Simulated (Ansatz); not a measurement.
Born–Oppenheimer molecular dynamics of a periodic cell of 28 atoms, Li2Fe3SnO8 (host Li2Fe3SnO8, host structure P1). It goes on from the last frame of an earlier run, with new velocities.

Computed with DFT PBEsol, scalar-relativistic, plane waves, PAW in Ansatz. Settings: cutoff 420 eV, k mesh 2x2x1, fermi-dirac smearing 0.05 eV, spin collinear.

```json
{
 "ensemble": "NVT, Langevin thermostat",
 "time step": "1.5 fs",
 "steps asked": "90",
 "set temperature": "1170 K",
 "friction": "0.01 /fs",
 "seed": "140506"
}
```

Frames 1.5 fs apart, positions in Å.

Velocities at 45 fs (Å/ps):

```
Li -5.37 12.48 -1.29
Li 10.13 4.68 4.90
Li 4.04 1.79 10.33
Li -6.44 -8.05 -9.53
Fe 1.35 -5.62 0.76
Fe -4.28 -3.16 -1.59
Fe -0.48 1.20 1.09
Fe 0.74 -0.56 0.66
Fe 3.51 0.72 -1.70
Fe 3.85 -4.74 0.40
Sn -1.04 3.02 0.31
Sn -1.50 1.61 -1.23
O 0.99 12.73 11.55
O 3.60 5.27 4.95
O 1.17 9.64 -10.74
O 5.19 5.40 1.92
O 5.68 10.98 -0.95
O -9.31 2.34 6.70
O 3.03 -5.20 -4.03
O -2.77 -3.02 0.26
O -1.69 11.28 -2.53
O 0.43 4.02 -1.05
O -7.52 0.55 4.26
O -5.67 1.40 2.52
O -6.79 -9.23 -16.78
O -5.00 8.38 13.77
O -8.70 3.05 11.05
O 2.82 0.95 -4.38
```

```xyz
28
Lattice="5.9890 0.0000 0.0000 -2.9945 5.1866 0.0000 0.0000 0.0000 9.8483" Properties=species:S:1:pos:R:3 time_fs=45 energy_less_start_eV=0.584 T=694
Li -0.200 3.796 8.682
Li -0.046 0.051 9.635
Li -0.059 0.406 4.679
Li 2.980 1.752 4.010
Fe -1.534 4.122 2.044
Fe -0.092 1.783 1.989
Fe 1.604 4.322 2.195
Fe 1.629 0.984 6.900
Fe 2.759 3.434 7.130
Fe 4.684 0.761 7.135
Sn 0.034 3.636 4.920
Sn 2.887 1.782 9.817
O -1.455 4.675 5.786
O -1.489 2.833 3.328
O -0.280 3.492 0.941
O 0.037 0.183 2.846
O 0.339 0.010 7.875
O 0.050 1.884 5.990
O 0.122 4.986 3.116
O 0.987 2.512 3.450
O 1.372 0.874 1.173
O 1.609 4.487 5.845
O 1.602 2.563 8.423
O 3.100 0.274 8.266
O 3.043 1.699 6.090
O 3.032 3.550 0.960
O 4.185 2.687 8.232
O 4.376 0.906 1.134
28
Lattice="5.9890 0.0000 0.0000 -2.9945 5.1866 0.0000 0.0000 0.0000 9.8483" Properties=species:S:1:pos:R:3 time_fs=46.5 energy_less_start_eV=0.650 T=686
Li -0.209 3.813 8.680
Li -0.031 0.056 9.644
Li -0.051 0.407 4.694
Li 2.970 1.741 3.997
Fe -1.531 4.115 2.044
Fe -0.098 1.779 1.986
Fe 1.603 4.324 2.197
Fe 1.629 0.982 6.902
Fe 2.764 3.436 7.127
Fe 4.690 0.756 7.136
Sn 0.032 3.641 4.920
Sn 2.885 1.785 9.815
O -1.455 4.692 5.804
O -1.484 2.842 3.335
O -0.279 3.506 0.925
O 0.045 0.189 2.848
O 0.346 0.027 7.874
O 0.034 1.886 6.000
O 0.128 4.978 3.111
O 0.982 2.508 3.449
O 1.367 0.892 1.170
O 1.612 4.492 5.844
O 1.589 2.563 8.428
O 3.092 0.276 8.272
O 3.033 1.686 6.064
O 3.025 3.561 0.982
O 4.173 2.691 8.249
O 4.381 0.907 1.126
28
Lattice="5.9890 0.0000 0.0000 -2.9945 5.1866 0.0000 0.0000 0.0000 9.8483" Properties=species:S:1:pos:R:3 time_fs=48 energy_less_start_eV=0.719 T=730
Li -0.219 3.824 8.675
Li -0.015 0.060 9.655
Li -0.042 0.406 4.709
Li 2.959 1.730 3.985
Fe -1.528 4.108 2.045
Fe -0.105 1.776 1.981
Fe 1.602 4.326 2.199
Fe 1.631 0.980 6.904
Fe 2.768 3.437 7.123
Fe 4.696 0.751 7.138
Sn 0.029 3.645 4.919
Sn 2.883 1.787 9.813
O -1.454 4.706 5.823
O -1.478 2.850 3.342
O -0.277 3.520 0.910
O 0.056 0.191 2.851
O 0.351 0.046 7.873
O 0.012 1.886 6.011
O 0.134 4.967 3.109
O 0.978 2.505 3.448
O 1.362 0.910 1.167
O 1.617 4.496 5.846
O 1.576 2.562 8.432
O 3.083 0.281 8.279
O 3.023 1.676 6.038
O 3.018 3.570 1.004
O 4.164 2.695 8.265
O 4.389 0.908 1.117
28
Lattice="5.9890 0.0000 0.0000 -2.9945 5.1866 0.0000 0.0000 0.0000 9.8483" Properties=species:S:1:pos:R:3 time_fs=49.5 energy_less_start_eV=0.803 T=729
Li -0.230 3.832 8.669
Li -0.002 0.064 9.670
Li -0.035 0.405 4.724
Li 2.944 1.718 3.976
Fe -1.524 4.103 2.045
Fe -0.112 1.775 1.977
Fe 1.601 4.329 2.201
Fe 1.634 0.977 6.907
Fe 2.775 3.437 7.119
Fe 4.702 0.748 7.141
Sn 0.027 3.649 4.918
Sn 2.882 1.788 9.812
O -1.450 4.720 5.841
O -1.472 2.859 3.346
O -0.274 3.535 0.896
O 0.066 0.195 2.854
O 0.355 0.066 7.871
O -0.012 1.885 6.025
O 0.139 4.954 3.108
O 0.976 2.503 3.447
O 1.357 0.928 1.165
O 1.621 4.498 5.849
O 1.561 2.562 8.434
O 3.073 0.291 8.286
O 3.013 1.668 6.012
O 3.011 3.580 1.025
O 4.153 2.700 8.278
O 4.397 0.909 1.107
28
Lattice="5.9890 0.0000 0.0000 -2.9945 5.1866 0.0000 0.0000 0.0000 9.8483" Properties=species:S:1:pos:R:3 time_fs=51 energy_less_start_eV=0.878 T=760
Li -0.246 3.837 8.666
Li 0.006 0.067 9.690
Li -0.029 0.406 4.742
Li 2.927 1.707 3.968
Fe -1.519 4.098 2.046
Fe -0.120 1.775 1.973
Fe 1.599 4.330 2.205
Fe 1.637 0.976 6.910
Fe 2.782 3.436 7.115
Fe 4.707 0.744 7.144
Sn 0.026 3.654 4.917
Sn 2.881 1.789 9.811
O -1.448 4.734 5.860
O -1.468 2.866 3.350
O -0.271 3.547 0.883
O 0.074 0.196 2.859
O 0.357 0.085 7.870
O -0.036 1.883 6.038
O 0.140 4.941 3.109
O 0.978 2.502 3.445
O 1.351 0.944 1.162
O 1.625 4.496 5.854
O 1.545 2.562 8.433
O 3.062 0.303 8.293
O 3.004 1.661 5.985
O 3.004 3.590 1.047
O 4.139 2.705 8.289
O 4.407 0.909 1.097
28
Lattice="5.9890 0.0000 0.0000 -2.9945 5.1866 0.0000 0.0000 0.0000 9.8483" Properties=species:S:1:pos:R:3 time_fs=52.5 energy_less_start_eV=0.931 T=794
Li -0.266 3.837 8.667
Li 0.013 0.071 9.711
Li -0.021 0.408 4.761
Li 2.907 1.696 3.958
Fe -1.514 4.094 2.049
Fe -0.127 1.774 1.970
Fe 1.596 4.329 2.210
Fe 1.639 0.977 6.915
Fe 2.791 3.436 7.112
Fe 4.712 0.741 7.147
Sn 0.024 3.659 4.915
Sn 2.880 1.790 9.810
O -1.447 4.747 5.879
O -1.465 2.874 3.352
O -0.267 3.555 0.870
O 0.080 0.196 2.867
O 0.360 0.105 7.869
O -0.060 1.883 6.050
O 0.140 4.929 3.113
O 0.984 2.503 3.441
O 1.346 0.960 1.156
O 1.631 4.491 5.861
O 1.528 2.561 8.429
O 3.052 0.314 8.299
O 2.995 1.659 5.957
O 2.996 3.602 1.069
O 4.122 2.708 8.298
O 4.418 0.907 1.087
28
Lattice="5.9890 0.0000 0.0000 -2.9945 5.1866 0.0000 0.0000 0.0000 9.8483" Properties=species:S:1:pos:R:3 time_fs=54 energy_less_start_eV=0.967 T=791
Li -0.287 3.829 8.670
Li 0.021 0.075 9.732
Li -0.011 0.412 4.783
Li 2.885 1.689 3.950
Fe -1.506 4.091 2.051
Fe -0.132 1.773 1.967
Fe 1.591 4.326 2.215
Fe 1.641 0.979 6.920
Fe 2.800 3.434 7.108
Fe 4.716 0.740 7.150
Sn 0.021 3.663 4.913
Sn 2.880 1.791 9.810
O -1.448 4.753 5.894
O -1.465 2.884 3.355
O -0.262 3.560 0.859
O 0.083 0.196 2.877
O 0.361 0.128 7.872
O -0.084 1.886 6.063
O 0.140 4.916 3.120
O 0.990 2.505 3.434
O 1.342 0.976 1.149
O 1.639 4.483 5.868
O 1.511 2.558 8.425
O 3.041 0.324 8.303
O 2.985 1.657 5.931
O 2.988 3.612 1.091
O 4.107 2.713 8.305
O 4.432 0.905 1.077
28
Lattice="5.9890 0.0000 0.0000 -2.9945 5.1866 0.0000 0.0000 0.0000 9.8483" Properties=species:S:1:pos:R:3 time_fs=55.5 energy_less_start_eV=0.973 T=778
Li -0.306 3.814 8.675
Li 0.028 0.078 9.755
Li 0.002 0.416 4.807
Li 2.862 1.683 3.941
Fe -1.498 4.089 2.054
Fe -0.137 1.773 1.963
Fe 1.586 4.323 2.221
Fe 1.643 0.983 6.925
Fe 2.811 3.431 7.103
Fe 4.721 0.739 7.152
Sn 0.018 3.666 4.911
Sn 2.879 1.791 9.809
O -1.448 4.755 5.906
O -1.468 2.892 3.358
O -0.257 3.564 0.849
O 0.088 0.193 2.890
O 0.358 0.150 7.874
O -0.106 1.891 6.076
O 0.141 4.905 3.129
O 0.997 2.508 3.427
O 1.337 0.993 1.139
O 1.648 4.474 5.873
O 1.497 2.554 8.421
O 3.032 0.333 8.306
O 2.975 1.658 5.907
O 2.980 3.621 1.113
O 4.095 2.717 8.311
O 4.448 0.902 1.067
```

Of the whole run (135 fs, mean temperature of the second half 1007 K): The mean temperature of the second half is 14 % below the set value. A run of 0.14 ps of so small a system gives no equilibrium averages. No Hubbard correction was used and the magnetic state wasn't searched. Limits of this set-up: coarse k mesh.

Time of the run: 31 min on 2 threads of Intel(R) Xeon(R) Platinum 8488C (Sapphire Rapids), with other jobs on the host, peak memory 1.6 GiB.
